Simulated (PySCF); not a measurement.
# CH4AlFSe (SMILES C[Se][AlH][F]): levels of theory compared

We compute a comparison of 5 runs (HF/3-21G, B3LYP/6-31G*, B2PLYP/6-31G**, PBE0/def2-SVP, SVWN5/pcseg-2) of CH4AlFSe. Input form: a Python script.

The results are computed with PySCF 2.14.0.

## 1. Starting point

CH4AlFSe: 8 atoms, total charge 0, spin state singlet. As SMILES, `C[Se][AlH][F]`. The shape is that of a PBE0-D4/def2-TZVP optimisation. This is one conformer, not always the lowest.

Bond lengths: C1–Se2 1.967 Å, Se2–Al3 2.290 Å, Al3–F4 1.647 Å, C1–H5 1.087 Å, C1–H6 1.089 Å, C1–H7 1.087 Å, Al3–H8 1.575 Å. Angles: C1–Se2–Al3 96.1°, Se2–Al3–F4 118.5°, Se2–C1–H5 108.0°, Se2–C1–H6 111.1°, Se2–C1–H7 108.1°, Se2–Al3–H8 121.7°, F4–Al3–H8 119.8°, H5–C1–H6 109.7°, H5–C1–H7 110.2°, H6–C1–H7 109.7°.

## 2. Energy and gradient at HF/3-21G (run 1)

calc.py

```python
import pyscf.grad
from pyscf import gto

mol = gto.M(
    atom=[
    ('C', (-1.028200, 0.768200, 0.603500)),
    ('Se', (-0.110100, 0.889000, -1.131700)),
    ('Al', (1.270700, -0.908000, -0.802400)),
    ('F', (2.331100, -1.315200, -1.995600)),
    ('H', (-2.090600, 0.635600, 0.413700)),
    ('H', (-0.652800, -0.070700, 1.187800)),
    ('H', (-0.855200, 1.696500, 1.142600)),
    ('H', (1.227100, -1.752600, 0.526300)),
],
    verbose=4,
    max_memory=1860,
    basis='3-21g',
)

calc0 = mol.RHF()
calc0.conv_tol = 1e-10
calc0.kernel()
if not calc0.converged:
    calc0 = calc0.newton().run(calc0.mo_coeff, calc0.mo_occ)

e_final = calc0.e_tot
print('Final energy', e_final)
grad = calc0.Gradients().kernel()
calc0.analyze()
```

On the command line:

```
$ OMP_NUM_THREADS=1 python calc.py
```

The log of the run:

```text
PySCF version 2.14.0

[... 76 lines left out ...]
Total Energy =                       -2768.053232045276673
[... 7 lines left out ...]
MO #1   energy= -457.941033048895  occ= 2
[... 5 lines left out ...]
MO #7   energy= -26.105047793935   occ= 2
[... 5 lines left out ...]
MO #13  energy= -4.91961997066264  occ= 2
[... 5 lines left out ...]
MO #19  energy= -2.52249631716461  occ= 2
[... 5 lines left out ...]
MO #25  energy= -0.6482951812771   occ= 2
[... 5 lines left out ...]
MO #31  energy= -0.466867107218452 occ= 2
[... 5 lines left out ...]
MO #37  energy= 0.181156041668835  occ= 0
[... 5 lines left out ...]
MO #43  energy= 0.354084190849402  occ= 0
[... 5 lines left out ...]
MO #49  energy= 0.918774622643977  occ= 0
[... 5 lines left out ...]
MO #55  energy= 1.3322506774005    occ= 0
[... 5 lines left out ...]
MO #61  energy= 3.70662566956643   occ= 0
[... 33 lines left out ...]
pop of  2 Al 1s           1.99999
pop of  2 Al 2s           1.99969
pop of  2 Al 3s           0.83404
pop of  2 Al 4s           0.01296
pop of  2 Al 2px          1.99983
pop of  2 Al 2py          1.99977
pop of  2 Al 2pz          1.99984
pop of  2 Al 3px          0.32693
pop of  2 Al 3py          0.48506
pop of  2 Al 3pz          0.49384
pop of  2 Al 4px          0.01409
pop of  2 Al 4py          0.01627
pop of  2 Al 4pz          0.01795
pop of  3 F 1s            1.99990
pop of  3 F 2s            1.82661
pop of  3 F 3s            0.00215
pop of  3 F 2px           1.87865
pop of  3 F 2py           1.90704
pop of  3 F 2pz           1.87915
pop of  3 F 3px           0.00148
pop of  3 F 3py           0.00107
pop of  3 F 3pz           0.00171
pop of  4 H 1s            0.86852
pop of  4 H 2s            0.01031
pop of  5 H 1s            0.88238
pop of  5 H 2s            0.00917
pop of  6 H 1s            0.86869
pop of  6 H 2s            0.01031
pop of  7 H 1s            1.15543
pop of  7 H 2s            0.00302
 ** Mulliken atomic charges  **
charge of    0C =     -0.37431
charge of    1Se =     -0.11984
charge of    2Al =      0.79973
charge of    3F =     -0.49775
charge of    4H =      0.12117
charge of    5H =      0.10845
charge of    6H =      0.12100
charge of    7H =     -0.15845
Dipole moment(X, Y, Z, Debye): -1.13701, -0.41945,  2.55104
```

It took 6 s on 1 thread of Intel Xeon at 2.50GHz (Skylake/Cascade Lake), shared host; peak memory 0.13 GiB.

## 3. Energy and gradient at B3LYP/6-31G(d) (spherical functions) (run 2)

calc.py

```python
import pyscf.grad
from pyscf import gto, dft

mol = gto.M(
    atom='''
C     -1.943016     1.451688     1.140450
Se    -0.208059     1.679967    -2.138603
Al     2.401275    -1.715871    -1.516316
F      4.405141    -2.485368    -3.771137
H     -3.950661     1.201110     0.781780
H     -1.233613    -0.133604     2.244617
H     -1.616094     3.205920     2.159201
H      2.318883    -3.311934     0.994563
''',
    charge=0,
    verbose=4,
    unit='bohr',
    max_memory=1860,
    spin=0,
    basis='6-31g*',
)

myscf = dft.RKS(mol)
myscf.xc = 'b3lyp'
myscf.conv_tol = 1e-10
myscf.grids.level = 5
myscf.kernel()
if not myscf.converged:
    myscf = myscf.newton().run(myscf.mo_coeff, myscf.mo_occ)

energy = myscf.e_tot
print(f'total energy: {energy:.8f} hartree')
grad = myscf.Gradients().kernel()
myscf.analyze()
```

On the command line:

```
$ OMP_NUM_THREADS=1 python calc.py
```

The log of the run:

```text
PySCF version 2.14.0

[... 94 lines left out ...]
Two-electron Energy =                 1401.567729785099573
[... 9 lines left out ...]
MO #6   energy= -52.1344120974043  occ= 2
[... 7 lines left out ...]
MO #14  energy= -2.71970356976538  occ= 2
[... 7 lines left out ...]
MO #22  energy= -1.13718564172323  occ= 2
[... 7 lines left out ...]
MO #30  energy= -0.366202809516133 occ= 2
[... 7 lines left out ...]
MO #38  energy= 0.0998447021542956 occ= 0
[... 7 lines left out ...]
MO #46  energy= 0.289336524109058  occ= 0
[... 7 lines left out ...]
MO #54  energy= 0.548012155413085  occ= 0
[... 7 lines left out ...]
MO #62  energy= 0.87780887823194   occ= 0
[... 7 lines left out ...]
MO #70  energy= 1.37114366955624   occ= 0
[... 7 lines left out ...]
MO #78  energy= 2.07529234411319   occ= 0
[... 7 lines left out ...]
MO #86  energy= 4.51061314427882   occ= 0
[... 58 lines left out ...]
pop of  2 Al 4px          0.01039
pop of  2 Al 4py          0.01228
pop of  2 Al 4pz          0.01377
pop of  2 Al 3dxy         0.00656
pop of  2 Al 3dyz         0.00835
pop of  2 Al 3dz^2        0.00968
pop of  2 Al 3dxz         0.00276
pop of  2 Al 3dx2-y2      0.00867
pop of  3 F 1s            1.99997
pop of  3 F 2s            1.83103
pop of  3 F 3s            0.00109
pop of  3 F 2px           1.87033
pop of  3 F 2py           1.89263
pop of  3 F 2pz           1.87714
pop of  3 F 3px           0.00079
pop of  3 F 3py           0.00070
pop of  3 F 3pz           0.00101
pop of  3 F 3dxy          0.00093
pop of  3 F 3dyz          0.00127
pop of  3 F 3dz^2         0.00168
pop of  3 F 3dxz          0.00308
pop of  3 F 3dx2-y2       0.00109
pop of  4 H 1s            0.86713
pop of  4 H 2s            0.00832
pop of  5 H 1s            0.87303
pop of  5 H 2s            0.00789
pop of  6 H 1s            0.86726
pop of  6 H 2s            0.00832
pop of  7 H 1s            1.14163
pop of  7 H 2s            0.00217
 ** Mulliken atomic charges  **
charge of    0C =     -0.36755
charge of    1Se =     -0.14437
charge of    2Al =      0.77041
charge of    3F =     -0.48275
charge of    4H =      0.12455
charge of    5H =      0.11908
charge of    6H =      0.12442
charge of    7H =     -0.14379
Dipole moment(X, Y, Z, Debye): -1.31236,  0.05381,  2.14587
```

Wall time 62 s (1 thread of Intel Xeon at 2.50GHz (Skylake/Cascade Lake), shared host); peak memory 0.84 GiB.

Runs 3 to 4 aren't shown in full; the table further down has their settings and results.

## 4. Energy and gradient at SVWN5/pcseg-2 (run 5)

run.py

```python
import pyscf.grad
from pyscf import gto, dft

mol = gto.M(
    atom='''
C       -1.028200       0.768200       0.603500
Se      -0.110100       0.889000      -1.131700
Al       1.270700      -0.908000      -0.802400
F        2.331100      -1.315200      -1.995600
H       -2.090600       0.635600       0.413700
H       -0.652800      -0.070700       1.187800
H       -0.855200       1.696500       1.142600
H        1.227100      -1.752600       0.526300
''',
    max_memory=1860,
    charge=0,
    basis='pcseg-2',
    verbose=4,
)

ks = dft.RKS(mol)
ks.xc = 'svwn'
ks.grids.level = 5
ks.conv_tol = 1e-10
ks.kernel()
if not ks.converged:
    ks = ks.newton().run(ks.mo_coeff, ks.mo_occ)

e_final = ks.e_tot
print('Final energy', e_final)
grad = ks.Gradients().kernel()
ks.analyze()
```

On the command line:

```
$ OMP_NUM_THREADS=1 python run.py
```

The log of the run:

```text
PySCF version 2.14.0

[... 110 lines left out ...]
MO #6   energy= -51.4623047655087  occ= 2
[... 16 lines left out ...]
MO #23  energy= -0.697390191076526 occ= 2
[... 16 lines left out ...]
MO #40  energy= 0.0468570744892161 occ= 0
[... 16 lines left out ...]
MO #57  energy= 0.317916391924351  occ= 0
[... 16 lines left out ...]
MO #74  energy= 0.815305982129287  occ= 0
[... 16 lines left out ...]
MO #91  energy= 1.22701513631      occ= 0
[... 16 lines left out ...]
MO #108 energy= 1.65617369610808   occ= 0
[... 16 lines left out ...]
MO #125 energy= 2.47548843528732   occ= 0
[... 16 lines left out ...]
MO #142 energy= 3.72819571802464   occ= 0
[... 16 lines left out ...]
MO #159 energy= 4.33083078398657   occ= 0
[... 16 lines left out ...]
MO #176 energy= 5.07284076561901   occ= 0
[... 16 lines left out ...]
MO #193 energy= 10.1292118360642   occ= 0
[... 165 lines left out ...]
pop of  5 H 3dxz          0.00001
pop of  5 H 3dx2-y2       0.00003
pop of  6 H 1s            0.84049
pop of  6 H 2s            0.00456
pop of  6 H 3s            0.00193
pop of  6 H 2px           0.00009
pop of  6 H 2py           0.00038
pop of  6 H 2pz           0.00026
pop of  6 H 3px           0.00008
pop of  6 H 3py           0.00019
pop of  6 H 3pz           0.00010
pop of  6 H 3dxy          0.00002
pop of  6 H 3dyz          0.00005
pop of  6 H 3dz^2         0.00001
pop of  6 H 3dxz          0.00001
pop of  6 H 3dx2-y2       0.00004
pop of  7 H 1s            1.10465
pop of  7 H 2s            0.00208
pop of  7 H 3s            0.00143
pop of  7 H 2px           0.00016
pop of  7 H 2py           0.00142
pop of  7 H 2pz           0.00273
pop of  7 H 3px           0.00002
pop of  7 H 3py           0.00002
pop of  7 H 3pz           0.00002
pop of  7 H 3dxy          0.00001
pop of  7 H 3dyz          0.00015
pop of  7 H 3dz^2         0.00009
pop of  7 H 3dxz          0.00001
pop of  7 H 3dx2-y2       0.00002
 ** Mulliken atomic charges  **
charge of    0C =     -0.44926
charge of    1Se =     -0.11330
charge of    2Al =      0.73281
charge of    3F =     -0.50543
charge of    4H =      0.15193
charge of    5H =      0.14429
charge of    6H =      0.15178
charge of    7H =     -0.11282
Dipole moment(X, Y, Z, Debye): -1.54753,  0.27986,  2.20898
```

Run time: 6.1 min. Hardware: 1 thread of Intel Xeon at 2.50GHz (Skylake/Cascade Lake), shared host; peak memory 2 GiB.

## 5. All runs side by side

```csv
run,level,integration grid,task,energy (Eh),dipole moment (D),HOMO energy (eV),LUMO energy (eV),wall time
1,HF/3-21G,–,gradient,-2768.053232,2.82,-9.41,1.75,6 s
2,B3LYP/6-31G* (spherical functions),5,gradient,-2784.182926,2.52,-6.70,-0.95,62 s
3,B2PLYP/6-31G** (spherical functions),5,energy,-2783.500505,2.64,-7.83,0.22,45 s
4,PBE0/def2-SVP,5,gradient,-2783.421103,2.48,-7.02,-0.79,67 s
5,SVWN5/pcseg-2,5,gradient,-2779.105633,2.71,-6.16,-1.93,6.1 min
```

## 6. What came out

```
                       quantity           value
            run 5: total energy  -2779.10563 Eh
           run 5: dipole moment          2.71 D
             run 5: HOMO energy        -6.16 eV
             run 5: LUMO energy        -1.93 eV
           run 5: HOMO–LUMO gap         4.23 eV
run 5: largest force on an atom      0.426 eV/Å
```

What this shows: The dipole moment (its size) runs from 2.48 D (PBE0/def2-SVP) to 2.82 D (HF/3-21G). The two ends differ in method and basis. The HOMO–LUMO gap runs from 4.23 eV (SVWN5/pcseg-2) to 11.17 eV (HF/3-21G). Totals of different functionals can't be ranked against each other. All runs together took 9.1 min, the longest 6.1 min.
